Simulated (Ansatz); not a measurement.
# C3H11BSi2: the cost of one run

All numbers below are computed with Ansatz 0.2.0 (RKS BLYP/6-31G).

## Step 1: The starting structure

Bond lengths (14 of 16 bonds, heavy atoms first): B1–C2 1.597 Å, C2–C3 1.308 Å, C2–Si4 1.811 Å, Si4–C5 1.904 Å, Si4–Si6 2.294 Å, B1–H7 1.132 Å, B1–H8 1.183 Å, C3–H9 1.116 Å, C3–H10 1.100 Å, Si4–H11 1.432 Å, C5–H12 1.104 Å, C5–H13 1.102 Å, C5–H14 1.134 Å, Si6–H15 1.448 Å. Angles (14 of 27 angles, heavy atoms first): B1–C2–C3 119.0°, B1–C2–Si4 123.2°, C3–C2–Si4 117.8°, C2–Si4–C5 110.4°, C2–Si4–Si6 108.8°, C5–Si4–Si6 106.4°, C2–B1–H7 122.0°, C2–B1–H8 114.9°, C2–C3–H9 123.2°, C2–C3–H10 123.7°, C2–Si4–H11 114.2°, C5–Si4–H11 110.5°, Si6–Si4–H11 106.2°, Si4–C5–H12 105.4°.

As a file:

```xyz
17

B     0.7878   -2.0482    0.1265
C     1.1292   -0.4965    0.2865
C     2.3093   -0.1496    0.7308
Si   -0.0328    0.8242   -0.1431
C    -0.6389    0.6177   -1.9362
Si   -1.8880    0.6394    1.1928
H     1.5356   -2.8571    0.3869
H    -0.2968   -2.2807   -0.2852
H     3.0843   -0.8883    1.0454
H     2.6179    0.8936    0.8923
H     0.4776    2.1464    0.0641
H     0.2648    0.7143   -2.5634
H    -1.1677   -0.3395   -2.0757
H    -1.3927    1.4360   -2.1547
H    -2.8692    1.6487    0.8542
H    -1.4600    0.8152    2.6123
H    -2.4795   -0.6759    1.0068
```

## Step 2: Relaxing end A

input.yaml reads:

```yaml
crystal:
  periodic: [false, false, false]
  atoms:
    - { symbol: B, position_ang: [0.7878, -2.0482, 0.1265] }
    - { symbol: C, position_ang: [1.1292, -0.4965, 0.2865] }
    - { symbol: C, position_ang: [2.3093, -0.1496, 0.7308] }
    - { symbol: Si, position_ang: [-0.0328, 0.8242, -0.1431] }
    - { symbol: C, position_ang: [-0.6389, 0.6177, -1.9362] }
    - { symbol: Si, position_ang: [-1.888, 0.6394, 1.1928] }
    - { symbol: H, position_ang: [1.5356, -2.8571, 0.3869] }
    - { symbol: H, position_ang: [-0.2968, -2.2807, -0.2852] }
    - { symbol: H, position_ang: [3.0843, -0.8883, 1.0454] }
    - { symbol: H, position_ang: [2.6179, 0.8936, 0.8923] }
    - { symbol: H, position_ang: [0.4776, 2.1464, 0.0641] }
    - { symbol: H, position_ang: [0.2648, 0.7143, -2.5634] }
    - { symbol: H, position_ang: [-1.1677, -0.3395, -2.0757] }
    - { symbol: H, position_ang: [-1.3927, 1.436, -2.1547] }
    - { symbol: H, position_ang: [-2.8692, 1.6487, 0.8542] }
    - { symbol: H, position_ang: [-1.46, 0.8152, 2.6123] }
    - { symbol: H, position_ang: [-2.4795, -0.6759, 1.0068] }
basis:
  gaussian: { orbitals: "6-31G" }
hamiltonian:
  xc: blyp
relax:
  f_tol: 0.02
  max_steps: 50
```

Started as:

```bash
$ ansatz run input.yaml --threads 2 --pin off --max-ram 3072MiB --backend cpu --events-out ev --progress --plain --runs-dir out
```

What time and memory should one allow on 2 threads of Arm Neoverse V1, shared host?

About 27 s, with a peak of 0.16 GiB.
